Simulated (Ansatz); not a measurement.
# Si2NH7 + H2S: a complex and its separated parts, part 2 of 2

Ansatz 0.2.0, Gaussian basis. Earlier steps stand in the parts before.

## 13. CAM-B3LYP-D4/def2-TZVPP

The inputs:

parta/in.yaml

```yaml
crystal:
  periodic: [false, false, false]
  atoms:
    - {symbol: Si, position_ang: [-0.977857, 0.245369, 0.011444]}
    - {symbol: H, position_ang: [-1.314777, -0.794779, 1.021948]}
    - {symbol: H, position_ang: [-0.633288, 1.514224, 0.709761]}
    - {symbol: N, position_ang: [-2.395223, 0.535297, -0.932340]}
    - {symbol: Si, position_ang: [0.911219, -0.474826, -1.189458]}
    - {symbol: H, position_ang: [-2.875918, -0.249583, -1.343431]}
    - {symbol: H, position_ang: [-2.410643, 1.323325, -1.560654]}
    - {symbol: H, position_ang: [0.622076, -1.750012, -1.905332]}
    - {symbol: H, position_ang: [1.298616, 0.538511, -2.211902]}
    - {symbol: H, position_ang: [2.081365, -0.701011, -0.294616]}
basis:
  gaussian: {orbitals: def2-TZVPP}
hamiltonian: {xc: {name: CAM-B3LYP}, dispersion: d4}
```

partb/in.yaml

```yaml
crystal:
  periodic: [false, false, false]
  atoms:
    - {symbol: S, position_ang: [1.383730, -0.132005, 2.902622]}
    - {symbol: H, position_ang: [2.267149, -0.987963, 2.367548]}
    - {symbol: H, position_ang: [2.043553, 0.933451, 2.424311]}
basis:
  gaussian: {orbitals: def2-TZVPP}
hamiltonian: {xc: {name: CAM-B3LYP}, dispersion: d4}
```

The same command starts each run, in its folder.

Command:

```console
ansatz run in.yaml --threads 8 --pin off --events-out ev --progress --plain --max-ram 19148MiB
```

Log of parta, shortened:

```text
Functional definition: CAM-B3LYP
  name "CAM-B3LYP"
  cite "Yanai, Tew & Handy, Chem. Phys. Lett. 393, 51 (2004) doi:10.1016/j.cplett.2004.06.011"
  cite "Iikura, Tsuneda, Yanai & Hirao, J. Chem. Phys. 115, 3540 (2001) doi:10.1063/1.1383587"
  cite "Becke, Phys. Rev. A 38, 3098 (1988) doi:10.1103/PhysRevA.38.3098"
  cite "Lee, Yang & Parr, Phys. Rev. B 37, 785 (1988) doi:10.1103/PhysRevB.37.785"
[...]
  # Exact exchange under (alpha + beta erf(omega r))/r, Becke's under what is left of 1/r.
[...]
1150 factors; their error is unknown
312 factors; integrals over basis functions are off by at most 1.6e-5 eV
[...]
mean field -17360.55966243 eV, -637.9888001844 hartree, gradient 7.1e-5 eV, S^2 0.000000; 0 other end points of the search recorded, 0 dependent functions left out
reference -17360.55979759 eV, -637.9888051515 hartree; 21, 21 occupied and 192, 192 virtual orbitals, 1150 factors
Total energy: -17360.71879819 eV, -637.9946483158 hartree
```

partb printed, shortened:

```text
[... 6 set-up lines as earlier in the session ...]
[...]
  # Exact exchange under (alpha + beta erf(omega r))/r, Becke's under what is left of 1/r.
[...]
414 factors; their error is unknown
87 factors; integrals over basis functions are off by at most 9.9e-5 eV
[...]
mean field -10868.61808508 eV, -399.4143476129 hartree, gradient 1.9e-5 eV, S^2 0.000000; 0 other end points of the search recorded, 0 dependent functions left out
reference -10868.61816217 eV, -399.4143504457 hartree; 9, 9 occupied and 61, 61 virtual orbitals, 414 factors
Total energy: -10868.63011737 eV, -399.4147897913 hartree
```

They took 1.1 s (parta), 0.25 s (partb) on 8 threads of AMD EPYC 7R43, shared host.

## 14. wB97X-V/def2-TZVPP

The same edit goes into each in.yaml of step 13 (parta, partb):

```diff
-hamiltonian: {xc: {name: CAM-B3LYP}, dispersion: d4}
+hamiltonian: {xc: {name: wB97X-V}}
```

The same command starts each run, in its folder.

Command:

```console
ansatz run in.yaml --threads 8 --pin off --events-out ev --progress --plain --max-ram 19148MiB
```

Log of parta, shortened:

```text
Functional definition: wB97X-V
  name "wB97X-V"
  cite "Mardirossian & Head-Gordon, Phys. Chem. Chem. Phys. 16, 9904 (2014) doi:10.1039/C3CP54374A"
[... 2 set-up lines as earlier in the session ...]
[...]
      + integral(e_c_pw_opposite_spin*poly(b97_u_opposite, cos0, cos1)) + vv10(b, c)
1150 factors; their error is unknown
281 factors; integrals over basis functions are off by at most 1.2e-5 eV
[...]
mean field -17358.00318991 eV, -637.8948515521 hartree, gradient 5.6e-5 eV, S^2 0.000000; 0 other end points of the search recorded, 0 dependent functions left out
reference -17358.00318758 eV, -637.8948514665 hartree; 21, 21 occupied and 192, 192 virtual orbitals, 1150 factors
Total energy: -17358.00318758 eV, -637.8948514665 hartree
```

Log of partb, shortened:

```text
[... 5 set-up lines as earlier in the session ...]
[...]
      + integral(e_c_pw_opposite_spin*poly(b97_u_opposite, cos0, cos1)) + vv10(b, c)
409 factors; their error is unknown
87 factors; integrals over basis functions are off by at most 4.4e-5 eV
[...]
mean field -10866.66388848 eV, -399.3425322122 hartree, gradient 7.8e-5 eV, S^2 0.000000; 0 other end points of the search recorded, 0 dependent functions left out
reference -10866.66388731 eV, -399.3425321695 hartree; 9, 9 occupied and 61, 61 virtual orbitals, 409 factors
Total energy: -10866.66388731 eV, -399.3425321695 hartree
```

Times: 2.6 s (parta), 0.4 s (partb) on 8 threads of AMD EPYC 7R43, shared host.

## 15. wB97M-V/def2-TZVPP

Each input of step 14 (parta, partb) changes in the same lines:

```diff
-hamiltonian: {xc: {name: wB97X-V}}
+hamiltonian: {xc: {name: wB97M-V}}
```

The same command starts each run, in its folder.

Command:

```console
ansatz run in.yaml --threads 8 --pin off --events-out ev --progress --plain --max-ram 19148MiB
```

Log of parta, shortened:

```text
Functional definition: wB97M-V
  name "wB97M-V"
  cite "Mardirossian & Head-Gordon, J. Chem. Phys. 144, 214110 (2016) doi:10.1063/1.4952647"
[... 2 set-up lines as earlier in the session ...]
  # Of w^i u^j: cxij and so on, Table III.
[...]
  gx(w, u) = 1 - cx + cx01*u + cx10*w
[...]
      + integral(e_c_pw_mod_opposite_spin*gos(b97_w_opposite, b97_u_opposite)) + vv10(b, c)
1150 factors; their error is unknown
281 factors; integrals over basis functions are off by at most 1.2e-5 eV
[...]
mean field -17358.63071681 eV, -637.9179127402 hartree, gradient 1.7e-5 eV, S^2 0.000000; 0 other end points of the search recorded, 0 dependent functions left out
reference -17358.63077332 eV, -637.9179148171 hartree; 21, 21 occupied and 192, 192 virtual orbitals, 1150 factors
Total energy: -17358.63077332 eV, -637.9179148171 hartree
```

partb printed, shortened:

```text
[... 5 set-up lines as earlier in the session ...]
  # Of w^i u^j: cxij and so on, Table III.
[...]
  gx(w, u) = 1 - cx + cx01*u + cx10*w
[...]
      + integral(e_c_pw_mod_opposite_spin*gos(b97_w_opposite, b97_u_opposite)) + vv10(b, c)
409 factors; their error is unknown
87 factors; integrals over basis functions are off by at most 4.4e-5 eV
[...]
mean field -10867.51055495 eV, -399.3736466312 hartree, gradient 7.8e-6 eV, S^2 0.000000; 0 other end points of the search recorded, 0 dependent functions left out
reference -10867.51058312 eV, -399.3736476665 hartree; 9, 9 occupied and 61, 61 virtual orbitals, 409 factors
Total energy: -10867.51058312 eV, -399.3736476665 hartree
```

They took 2.4 s (parta), 0.5 s (partb) on 8 threads of AMD EPYC 7R43, shared host.

## 16. B2PLYP/def2-TZVPP

Each input of step 15 (parta, partb) changes in the same lines:

```diff
-hamiltonian: {xc: {name: wB97M-V}}
+hamiltonian: {xc: {name: B2PLYP}}
```

Each run has its own folder and the same command.

Command:

```console
ansatz run in.yaml --threads 8 --pin off --events-out ev --progress --plain --max-ram 19148MiB
```

parta printed, shortened:

```text
Functional definition: B2PLYP
  name "B2PLYP"
  cite "Grimme, J. Chem. Phys. 124, 034108 (2006) doi:10.1063/1.2148954"
[... 2 set-up lines as earlier in the session ...]
[...]
1202 factors; integrals over basis functions are off by at most 8.2e-4 eV
[...]
mean field -17348.74077468 eV, -637.5544640705 hartree, gradient 4.1e-6 eV, S^2 0.000000; 0 other end points of the search recorded, 0 dependent functions left out
11 core orbitals not correlated: weight in the atoms' cores, before any rotation towards them, 1.000 or more for the frozen orbitals, at most 0.000 for the correlated occupied ones
reference -17348.74095103 eV, -637.5544705513 hartree; 10, 10 occupied and 192, 192 virtual orbitals, 1202 factors
second order -15.75081144 eV of doubles, -0.00000000 eV of singles
Total energy: -17352.99367012 eV, -637.7107550953 hartree
```

Log of partb, shortened:

```text
[... 5 set-up lines as earlier in the session ...]
[...]
386 factors; integrals over basis functions are off by at most 1.0e-3 eV
[...]
mean field -10863.10107332 eV, -399.2116011700 hartree, gradient 3.7e-6 eV, S^2 0.000000; 0 other end points of the search recorded, 0 dependent functions left out
5 core orbitals not correlated: weight in the atoms' cores, before any rotation towards them, 1.000 or more for the frozen orbitals, at most 0.000 for the correlated occupied ones
reference -10863.10117321 eV, -399.2116048411 hartree; 4, 4 occupied and 61, 61 virtual orbitals, 386 factors
second order -6.35678416 eV of doubles, -0.00000000 eV of singles
Total energy: -10864.81750493 eV, -399.2746788685 hartree
```

Times: 1.8 s (parta), 0.3 s (partb) on 8 threads of AMD EPYC 7R43, shared host.

## 17. PBE-QIDH/def2-TZVPP

Each input of step 16 (parta, partb) changes in the same lines:

```diff
-hamiltonian: {xc: {name: B2PLYP}}
+hamiltonian: {xc: {name: PBE-QIDH}}
```

One command serves all of them, each in its own folder.

Command:

```console
ansatz run in.yaml --threads 8 --pin off --events-out ev --progress --plain --max-ram 19148MiB
```

Output in parta, shortened:

```text
Functional definition: PBE-QIDH
  name "PBE-QIDH"
  cite "Brémond, Sancho-García, Pérez-Jiménez & Adamo, J. Chem. Phys. 141, 031101 (2014) doi:10.1063/1.4890314"
[... 1 set-up line as earlier in the session ...]
[...]
1202 factors; integrals over basis functions are off by at most 8.2e-4 eV
[...]
mean field -17342.71596595 eV, -637.3330564336 hartree, gradient 4.2e-6 eV, S^2 0.000000; 0 other end points of the search recorded, 0 dependent functions left out
11 core orbitals not correlated: weight in the atoms' cores, before any rotation towards them, 1.000 or more for the frozen orbitals, at most 0.000 for the correlated occupied ones
reference -17342.71597982 eV, -637.3330569433 hartree; 10, 10 occupied and 192, 192 virtual orbitals, 1202 factors
second order -14.62432952 eV of doubles, -0.00000000 eV of singles
Total energy: -17347.59075633 eV, -637.5122016756 hartree
```

Output in partb, shortened:

```text
[... 4 set-up lines as earlier in the session ...]
[...]
386 factors; integrals over basis functions are off by at most 1.0e-3 eV
[...]
mean field -10860.20502350 eV, -399.1051733021 hartree, gradient 1.1e-6 eV, S^2 0.000000; 0 other end points of the search recorded, 0 dependent functions left out
5 core orbitals not correlated: weight in the atoms' cores, before any rotation towards them, 1.000 or more for the frozen orbitals, at most 0.000 for the correlated occupied ones
reference -10860.20503028 eV, -399.1051735513 hartree; 4, 4 occupied and 61, 61 virtual orbitals, 386 factors
second order -5.89908393 eV of doubles, -0.00000000 eV of singles
Total energy: -10862.17139159 eV, -399.1774359966 hartree
```

Times: 1.8 s (parta), 0.3 s (partb) on 8 threads of AMD EPYC 7R43, shared host.

## 18. RPA on PBE/def2-TZVPP

The same edit goes into each in.yaml of step 17 (parta, partb):

```diff
-hamiltonian: {xc: {name: PBE-QIDH}}
+hamiltonian: {xc: pbe}
+correlation: {method: rpa}
```

Each run has its own folder and the same command.

Command:

```console
ansatz run in.yaml --threads 8 --pin off --events-out ev --progress --plain --max-ram 19148MiB
```

Output in parta, shortened:

```text
[... 4 set-up lines as earlier in the session ...]
[...]
1202 factors; integrals over basis functions are off by at most 8.2e-4 eV
[...]
mean field -17350.56441409 eV, -637.6214815830 hartree, gradient 8.8e-6 eV, S^2 0.000000; 0 other end points of the search recorded, 0 dependent functions left out
11 core orbitals not correlated: weight in the atoms' cores, before any rotation towards them, 1.000 or more for the frozen orbitals, at most 0.000 for the correlated occupied ones
reference -17317.57937948 eV, -636.4093039191 hartree; 10, 10 occupied and 192, 192 virtual orbitals, 1202 factors
Total energy: -17341.36629378 eV, -637.2834568961 hartree
```

Output in partb, shortened:

```text
[... 4 set-up lines as earlier in the session ...]
[...]
386 factors; integrals over basis functions are off by at most 1.0e-3 eV
[...]
mean field -10863.54269576 eV, -399.2278304955 hartree, gradient 2.2e-6 eV, S^2 0.000000; 0 other end points of the search recorded, 0 dependent functions left out
5 core orbitals not correlated: weight in the atoms' cores, before any rotation towards them, 1.000 or more for the frozen orbitals, at most 0.000 for the correlated occupied ones
reference -10849.04797837 eV, -398.6951594563 hartree; 4, 4 occupied and 61, 61 virtual orbitals, 386 factors
Total energy: -10858.41207381 eV, -399.0392836163 hartree
```

They took 1.7 s (parta), 0.3 s (partb) on 8 threads of AMD EPYC 7R43, shared host.

## 19. CCSD(T)/def2-TZVPP

The same edit goes into each in.yaml of step 18 (parta, partb):

```diff
-hamiltonian: {xc: pbe}
-correlation: {method: rpa}
+correlation: {method: ccsd_t}
```

Each run has its own folder and the same command.

Command:

```console
ansatz run in.yaml --threads 8 --pin off --events-out ev --progress --plain --max-ram 19148MiB
```

Output in parta, shortened:

```text
Functional definition: HF
  name "HF"
  cite "Fock, Z. Phys. 61, 126 (1930) doi:10.1007/BF01340294"
[... 1 set-up line as earlier in the session ...]
[...]
1202 factors; integrals over basis functions are off by at most 8.2e-4 eV
[...]
mean field -17318.80209115 eV, -636.4542377442 hartree, gradient 5.7e-6 eV, S^2 0.000000; 0 other end points of the search recorded, 0 dependent functions left out
11 core orbitals not correlated: weight in the atoms' cores, before any rotation towards them, 1.000 or more for the frozen orbitals, at most 0.000 for the correlated occupied ones
reference -17318.80209115 eV, -636.4542377442 hartree; 10, 10 occupied and 192, 192 virtual orbitals, 1202 factors
second order -12.91221747 eV of doubles, -0.00000000 eV of singles
cycle   1  -13.83253268 eV  change   -9.2e-1 eV  update   8.4e-2
[...]
cycle   9  -14.31018241 eV  change   -1.4e-5 eV  update   2.1e-5
perturbative correction -0.49058773 eV, -0.0180287665 hartree
Total energy: -17333.60286129 eV, -636.9981560145 hartree
```

partb printed, shortened:

```text
[... 4 set-up lines as earlier in the session ...]
[...]
386 factors; integrals over basis functions are off by at most 1.0e-3 eV
[...]
mean field -10849.38780430 eV, -398.7076478287 hartree, gradient 1.3e-6 eV, S^2 0.000000; 0 other end points of the search recorded, 0 dependent functions left out
5 core orbitals not correlated: weight in the atoms' cores, before any rotation towards them, 1.000 or more for the frozen orbitals, at most 0.000 for the correlated occupied ones
reference -10849.38780430 eV, -398.7076478287 hartree; 4, 4 occupied and 61, 61 virtual orbitals, 386 factors
second order -5.20087684 eV of doubles, -0.00000000 eV of singles
cycle   1  -5.68435793 eV  change   -4.8e-1 eV  update   4.9e-2
[...]
cycle   8  -5.86287818 eV  change    2.6e-6 eV  update   5.9e-6
perturbative correction -0.21792683 eV, -0.0080086633 hartree
Total energy: -10855.46860931 eV, -398.9311132913 hartree
```

Times: 13 s (parta), 0.3 s (partb) on 8 threads of AMD EPYC 7R43, shared host; peak memory 2.8 GiB.

## 20. Vibrations of Si2NH7

The input, vib-parta/in.yaml:

```yaml
crystal:
  periodic: [false, false, false]
  atoms:
    - {symbol: Si, position_ang: [-0.977857, 0.245369, 0.011444]}
    - {symbol: H, position_ang: [-1.314777, -0.794779, 1.021948]}
    - {symbol: H, position_ang: [-0.633288, 1.514224, 0.709761]}
    - {symbol: N, position_ang: [-2.395223, 0.535297, -0.932340]}
    - {symbol: Si, position_ang: [0.911219, -0.474826, -1.189458]}
    - {symbol: H, position_ang: [-2.875918, -0.249583, -1.343431]}
    - {symbol: H, position_ang: [-2.410643, 1.323325, -1.560654]}
    - {symbol: H, position_ang: [0.622076, -1.750012, -1.905332]}
    - {symbol: H, position_ang: [1.298616, 0.538511, -2.211902]}
    - {symbol: H, position_ang: [2.081365, -0.701011, -0.294616]}
basis:
  gaussian: {orbitals: def2-TZVP}
hamiltonian: {xc: pbe0, dispersion: d4}
phonons: {temperatures: {t_min: 298.15, t_max: 900, t_step: 200}}
```

Command:

```console
ansatz run in.yaml --threads 8 --pin off --events-out ev --progress --plain --max-ram 19148MiB
```

Log, shortened:

```text
[... 5 set-up lines as earlier in the session ...]
[...]
999 factors; their error is unknown
[...]
mean field -17352.33542205 eV, -637.6865649249 hartree, gradient 2.3e-5 eV, S^2 0.000000; 0 other end points of the search recorded, 0 dependent functions left out
[...]
Atom 8 at     1.298616     0.538511    -2.211902 Å, force    -0.000164     0.000924     0.000883 eV/Å
Atom 9 at     2.081365    -0.701011    -0.294616 Å, force    -0.000629     0.000551    -0.000099 eV/Å
Dipole moment:    -0.169440     0.020454    -0.214228 e Å
Vibrations: 105.84 130.94 149.82 334.48 400.92 423.37 507.36 557.70 723.76 825.82 836.41 891.96 916.27 920.13 937.43 943.17 1584.18 2197.18 2204.90 2206.17 2212.50 2216.64 3595.09 3686.82 cm⁻¹, zero-point energy 1.829316 eV
```

Run time: 32 s. Hardware: 8 threads of AMD EPYC 7R43, shared host.

The modes, with what each moves most:

| mode | wavenumber (cm⁻¹) | character |
| --- | --- | --- |
| 1 | 106 | torsion |
| 2 | 131 | torsion |
| 3 | 150 | bend |
| 4 | 334 | bend with torsion |
| 5 | 401 | Si–Si stretch |
| 6 | 423 | torsion |
| 7 | 507 | bend |
| 8 | 558 | bend with torsion |
| 9 | 724 | bend |
| 10 | 826 | bend |
| 11 | 836 | Si–N stretch with bend |
| 12 | 892 | bend with wag or twist |
| 13 | 916 | bend |
| 14 | 920 | bend with wag or twist |
| 15 | 937 | bend with wag or twist |
| 16 | 943 | bend with wag or twist |
| 17 | 1584 | bend |
| 18 | 2197 | Si–H stretch |
| 19 | 2205 | Si–H stretch |
| 20 | 2206 | Si–H stretch |
| 21 | 2212 | Si–H stretch |
| 22 | 2217 | Si–H stretch |
| 23 | 3595 | N–H stretch |
| 24 | 3687 | N–H stretch |

Vibrational sums (real modes only):

| T (K) | entropy (J/mol/K) | heat capacity (J/mol/K) |
| --- | --- | --- |
| 298 | 60.7 | 71.3 |
| 498 | 106.1 | 105.7 |
| 698 | 145.5 | 128.0 |
| 898 | 179.8 | 144.0 |

## 21. Vibrations of H2S

The input, vib-partb/in.yaml:

```yaml
crystal:
  periodic: [false, false, false]
  atoms:
    - {symbol: S, position_ang: [1.383730, -0.132005, 2.902622]}
    - {symbol: H, position_ang: [2.267149, -0.987963, 2.367548]}
    - {symbol: H, position_ang: [2.043553, 0.933451, 2.424311]}
basis:
  gaussian: {orbitals: def2-TZVP}
hamiltonian: {xc: pbe0, dispersion: d4}
phonons: {temperatures: {t_min: 298.15, t_max: 900, t_step: 200}}
```

Command:

```console
ansatz run in.yaml --threads 8 --pin off --events-out ev --progress --plain --max-ram 19148MiB
```

Log, shortened:

```text
[... 5 set-up lines as earlier in the session ...]
[...]
359 factors; their error is unknown
[...]
mean field -10864.45046301 eV, -399.2611903264 hartree, gradient 4.8e-5 eV, S^2 0.000000; 0 other end points of the search recorded, 0 dependent functions left out
[...]
Total energy: -10864.46265896 eV, -399.2616385194 hartree
Atom 0 at     1.383730    -0.132005     2.902622 Å, force     0.000540    -0.000315    -0.000336 eV/Å
Atom 1 at     2.267149    -0.987963     2.367548 Å, force    -0.000613     0.001772     0.000317 eV/Å
Atom 2 at     2.043553     0.933451     2.424311 Å, force     0.000074    -0.001457     0.000019 eV/Å
Dipole moment:     0.201019     0.027291    -0.132001 e Å
Vibrations: 1209.06 2723.97 2739.33 cm⁻¹, zero-point energy 0.413634 eV
```

Run time: 1.1 s. Hardware: 8 threads of AMD EPYC 7R43, shared host.

Wavenumbers and character of the modes:

| mode | wavenumber (cm⁻¹) | character |
| --- | --- | --- |
| 1 | 1209 | bend |
| 2 | 2724 | S–H stretch |
| 3 | 2739 | S–H stretch |

Vibrational sums (real modes only):

| T (K) | entropy (J/mol/K) | heat capacity (J/mol/K) |
| --- | --- | --- |
| 298 | 0.2 | 0.8 |
| 498 | 1.2 | 3.7 |
| 698 | 3.0 | 7.0 |
| 898 | 5.1 | 10.2 |

## 22. Complex less separated parts

The complex's own energies come from single points at the same levels.

Rows are in def2-TZVPP; times add the 3 runs of a level on a shared host, so small differences are noise.

Differences are taken before rounding.

| method | rung | complex less parts (kJ/mol) | from CCSD(T) (kJ/mol) | time |
| --- | --- | --- | --- | --- |
| SPW92 | LDA | -14.8 | -8.5 | 1.7 s |
| PBE-D4 | GGA | -10.3 | -3.9 | 2.7 s |
| BLYP-D4 | GGA | -8.7 | -2.4 | 2.5 s |
| r2SCAN-D4 | meta-GGA | -7.6 | -1.2 | 3.9 s |
| B97M-V | meta-GGA | -8.4 | -2.0 | 7 s |
| PBE0-D4 | hybrid | -9.2 | -2.9 | 3.3 s |
| B3LYP-D4 | hybrid | -8.8 | -2.4 | 3.2 s |
| r2SCAN0-D4 | hybrid | -7.8 | -1.4 | 5.2 s |
| BHLYP-D4 | hybrid | -9.1 | -2.8 | 3 s |
| CAM-B3LYP-D4 | range-separated hybrid | -8.0 | -1.7 | 3.5 s |
| wB97X-V | range-separated hybrid | -7.9 | -1.6 | 6.8 s |
| wB97M-V | range-separated hybrid | -9.0 | -2.7 | 7.4 s |
| B2PLYP | double hybrid | -1.8 | +4.5 | 5.7 s |
| PBE-QIDH | double hybrid | -4.9 | +1.4 | 5.6 s |
| RPA on PBE | RPA | -4.5 | +1.8 | 4.9 s |
| Hartree-Fock | wavefunction | 5.5 | +11.8 |  |
| MP2 | wavefunction | -7.3 | -1.0 |  |
| CCSD | wavefunction | -4.5 | +1.8 |  |
| CCSD(T) | wavefunction | -6.3 | 0 | 86 s |

Among the levels timed on like hardware and quicker than the yardstick, those that no quicker one beats, quickest first: SPW92 (1.7 s, -8.5 kJ/mol); BLYP-D4 (2.5 s, -2.4 kJ/mol); CAM-B3LYP-D4 (3.5 s, -1.7 kJ/mol); r2SCAN-D4 (3.9 s, -1.2 kJ/mol).

r2SCAN-D4 reaches 1.2 kJ/mol from the reference in 3.9 s, where CCSD(T) took 86 s; the quickest level in the cost chart, SPW92, takes 1.7 s and misses by 8.5 kJ/mol.

The complex's zero-point energy, from a separate PBE0-D4 run, is 2.273 eV.

## 23. Results

This closing draws on all 2 parts.

```
                              quantity        value
complex less parts, CCSD(T)/def2-TZVPP  -6.3 kJ/mol
                with zero-point energy  -3.5 kJ/mol
                 largest T1 diagnostic        0.012
```

At CCSD(T) the complex lies 6.3 kJ/mol below its parts. Among the functionals r2SCAN-D4 lands nearest to CCSD(T) (-1.2 kJ/mol) and SPW92 farthest (-8.5 kJ/mol). Mean unsigned error by rung: LDA 8.5, GGA 3.1, meta-GGA 1.6, hybrid 2.4, range-separated hybrid 2.0, double hybrid 3.0 kJ/mol. The double hybrids carry no dispersion term here, unlike the levels marked D4 or V. PBE-D4 gives a relative energy 3.9 kJ/mol too low, an error of 62 % of the reference. No counterpoise was applied, and triple zeta lacks some correlation, so the CCSD(T) reference has a basis error of its own, and close matches with it are partly luck.
